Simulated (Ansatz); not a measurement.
# triplet CH3BClFO at 6 levels

Wanted: a comparison of 6 runs (UHF/STO-3G, UB3LYP/6-31G*, U-revPBE/def2-SVP, UCAM-B3LYP/def2-SVP, RPA@PBE0/def2-SVP, UCCSD(T)/def2-SVP) of triplet CH3BClFO. 

The calculation is run with Ansatz 0.2.0.

136 further runs of the same task are left out: 136 set aside as unsound or not needed.

### 1 The molecule

The species is CH3BClFO (8 atoms), meant as a triplet with charge 0. SMILES of the parent species: `OC(F)BCl`. The coordinates come from a PBE0-D4/def2-TZVP relaxation. This is one conformer, not always the lowest. That shape belongs to the parent species and isn't relaxed for this state.

Bond lengths: O1–C2 1.377 Å, C2–F3 1.399 Å, C2–B4 1.589 Å, B4–Cl5 1.732 Å, O1–H6 0.962 Å, C2–H7 1.097 Å, B4–H8 1.189 Å. Angles: O1–C2–F3 110.4°, O1–C2–B4 107.3°, F3–C2–B4 107.0°, C2–B4–Cl5 119.9°, O1–C2–H7 112.0°, F3–C2–H7 105.2°, B4–C2–H7 114.8°, C2–O1–H6 109.9°, C2–B4–H8 120.8°, Cl5–B4–H8 119.3°.

### 2 A single-point energy at UHF/STO-3G (run 1)

run.yaml

```yaml
crystal:
  periodic: [false, false, false]
  atoms:
    - symbol: O
      position_ang: [-0.045500, 0.346900, 1.395700]
    - symbol: C
      position_ang: [0.458900, 0.058800, 0.147300]
    - symbol: F
      position_ang: [1.315100, -1.045400, 0.209200]
    - symbol: B
      position_ang: [-0.767200, -0.356700, -0.774700]
    - symbol: Cl
      position_ang: [-1.105700, 0.541100, -2.217200]
    - symbol: H
      position_ang: [0.620500, 0.802400, 1.920200]
    - symbol: H
      position_ang: [1.073200, 0.877500, -0.246600]
    - symbol: H
      position_ang: [-1.457200, -1.281600, -0.489900]
basis:
  gaussian:
    orbitals: STO-3G
magnetization:
  spin_polarized: true
  initial_magnetization: 2
hamiltonian:
  xc: hf
accuracy: high
output:
  orbitals: {seedname: orbitals}
```

The run is started by

```
$ ansatz run run.yaml --threads 1 --pin off --max-ram 3480MiB --events-out events.jsonl --progress --plain --runs-dir runs
```

Log:

```text
Warning: RAYON_NUM_THREADS=1 ignored (pool sized by the plan → 1); use --threads N
Functional definition: HF
  name "HF"
  exchange = exact_x
  correlation = 0
645 factors; integrals over basis functions are off by at most 5.0e-8 eV
mean field evaluation 1: about -18765.4488 eV, gradient 2.3e1 eV
mean field evaluation 2: about -18765.6802 eV, gradient 2.3e1 eV
mean field evaluation 4: about -18769.7700 eV, gradient 2.1e0 eV
mean field evaluation 8: about -18769.9403 eV, gradient 2.1e-1 eV
mean field evaluation 16: about -18769.9397 eV, gradient 2.2e-8 eV
mean field evaluation 32: about -18769.6652 eV, gradient 1.7e0 eV
mean field evaluation 64: about -18769.5321 eV, gradient 7.3e-2 eV
mean field evaluation 96: about -18768.9853 eV, gradient 7.3e-1 eV
mean field -18769.93965168 eV, -689.7825594771 hartree, gradient 2.7e-8 eV, S^2 2.018868; 1 other end points of the search recorded, 0 dependent functions left out
reference -18769.93965168 eV, -689.7825594771 hartree; 25, 23 occupied and 7, 9 virtual orbitals, 645 factors
Total energy: -18769.93965168 eV, -689.7825594771 hartree
```

Run time: 0.84 s. Hardware: 1 thread of Arm Neoverse V2, shared host.

### 3 A single-point energy at UB3LYP/6-31G(d) (Cartesian functions) (run 2)

input.yaml

```yaml
crystal:
  periodic: [false, false, false]
  atoms:
    - {symbol: O, position_ang: [-0.045500, 0.346900, 1.395700]}
    - {symbol: C, position_ang: [0.458900, 0.058800, 0.147300]}
    - {symbol: F, position_ang: [1.315100, -1.045400, 0.209200]}
    - {symbol: B, position_ang: [-0.767200, -0.356700, -0.774700]}
    - {symbol: Cl, position_ang: [-1.105700, 0.541100, -2.217200]}
    - {symbol: H, position_ang: [0.620500, 0.802400, 1.920200]}
    - {symbol: H, position_ang: [1.073200, 0.877500, -0.246600]}
    - {symbol: H, position_ang: [-1.457200, -1.281600, -0.489900]}
basis:
  gaussian:
    orbitals: "6-31G*"
magnetization:
  spin_polarized: true
  initial_magnetization: 2
hamiltonian:
  xc: {name: B3LYP}
accuracy: high
output: {orbitals: {seedname: orbitals}}
```

The run is started by

```
$ ansatz run input.yaml --threads 1 --pin off --max-ram 3480MiB --events-out events.jsonl --progress --plain --runs-dir runs
```

Log:

```text
Warning: RAYON_NUM_THREADS=1 ignored (pool sized by the plan → 1); use --threads N
Functional definition: B3LYP
  name "B3LYP"
  parameter a0 = 0.2
  parameter ax = 0.72
  parameter ac = 0.81
  exchange = (1 - a0 - ax)*slater_x + ax*b88_x + a0*exact_x
  correlation = (1 - ac)*vwn_rpa_c + ac*lyp_c
1865 factors; integrals over basis functions are off by at most 3.5e-9 eV
mean field evaluation 1: about -19039.0390 eV, gradient 3.4e1 eV
mean field evaluation 2: about -19023.9740 eV, gradient 6.5e1 eV
mean field evaluation 4: about -19043.8882 eV, gradient 6.1e0 eV
mean field evaluation 8: about -19044.2914 eV, gradient 8.5e-1 eV
mean field evaluation 16: about -19044.2959 eV, gradient 1.4e-3 eV
mean field evaluation 32: about -19044.2959 eV, gradient 7.1e-8 eV
mean field -19044.29587848 eV, -699.8649648466 hartree, gradient 7.1e-8 eV, S^2 2.003430; 2 other end points of the search recorded, 0 dependent functions left out
reference -19044.29591329 eV, -699.8649661259 hartree; 25, 23 occupied and 60, 62 virtual orbitals, 1865 factors
Total energy: -19044.29591329 eV, -699.8649661259 hartree
```

Wall time 14 s (1 thread of Arm Neoverse V2, shared host); peak memory 0.4 GiB.

Runs 3 to 5 aren't shown in full; the table further down has their settings and results.

### 4 The energy at UCCSD(T)/def2-SVP (run 6)

molecule.yaml

```yaml
crystal:
  periodic: [false, false, false]
  atoms:
    - {symbol: O, position_ang: [-0.045500, 0.346900, 1.395700]}
    - {symbol: C, position_ang: [0.458900, 0.058800, 0.147300]}
    - {symbol: F, position_ang: [1.315100, -1.045400, 0.209200]}
    - {symbol: B, position_ang: [-0.767200, -0.356700, -0.774700]}
    - {symbol: Cl, position_ang: [-1.105700, 0.541100, -2.217200]}
    - {symbol: H, position_ang: [0.620500, 0.802400, 1.920200]}
    - {symbol: H, position_ang: [1.073200, 0.877500, -0.246600]}
    - {symbol: H, position_ang: [-1.457200, -1.281600, -0.489900]}
basis:
  gaussian:
    orbitals: def2-SVP
correlation:
  method: ccsd_t
  frozen_orbitals: {B: 1, C: 1, Cl: 5, F: 1, H: 0, O: 1}
accuracy: high
scf:
  omitted_lower_state_checks: [cluster_reference, increment]
magnetization:
  spin_polarized: true
  initial_magnetization: 2
```

The run is started by

```
$ ansatz run molecule.yaml --threads 1 --pin off --max-ram 3480MiB --events-out events.jsonl --progress --plain --runs-dir runs
```

Log:

```text
Warning: RAYON_NUM_THREADS=1 ignored (pool sized by the plan → 1); use --threads N
[... 14 lines left out ...]
9 core orbitals not correlated: weight in the atoms' cores, before any rotation towards them, 1.000 or more for the frozen orbitals, at most 0.000 for the correlated occupied ones
[... 41 lines left out ...]
Total energy: -19003.72208537 eV, -698.3739054519 hartree
Checks for a lower state left out: cluster_reference, increment
```

Wall time 2.3 min (1 thread of Arm Neoverse V2, shared host); peak memory 1.1 GiB.

### 5 The series

```
run                                level  Cartesian functions  frozen core orbitals  energy (Eh)  HOMO energy (eV)   ⟨S²⟩  wall time
  1                           UHF/STO-3G                   no                     –  -689.782559             -4.98  2.019     0.84 s
  2  UB3LYP/6-31G* (Cartesian functions)                  yes                     –  -699.864966             -3.54  2.003       14 s
  3                    U-revPBE/def2-SVP                   no                     –  -699.403602             -2.71  2.003       11 s
  4                  UCAM-B3LYP/def2-SVP                   no                     –  -699.466282             -5.15  2.005       19 s
  5                    RPA@PBE0/def2-SVP                   no                     9  -698.603958                 –  2.004       23 s
  6                    UCCSD(T)/def2-SVP                   no                     9  -698.373905                 –  2.017    2.3 min
```

### 6 Results

| quantity | value |
| --- | --- |
| run 6: total energy | -698.37391 Eh |
| run 6: correlation energy (9 core orbitals frozen) | -787.9 mEh |
| run 6: (T) correction | -20.96 mEh |
| run 6: ⟨S²⟩ of the reference determinant | 2.017 |
| run 6: T1 diagnostic | 0.044 |

Totals of different functionals can't be ranked against each other. In run 1 the basis is minimal, so the values are rough. All runs together took 3.4 min, the longest 2.3 min.
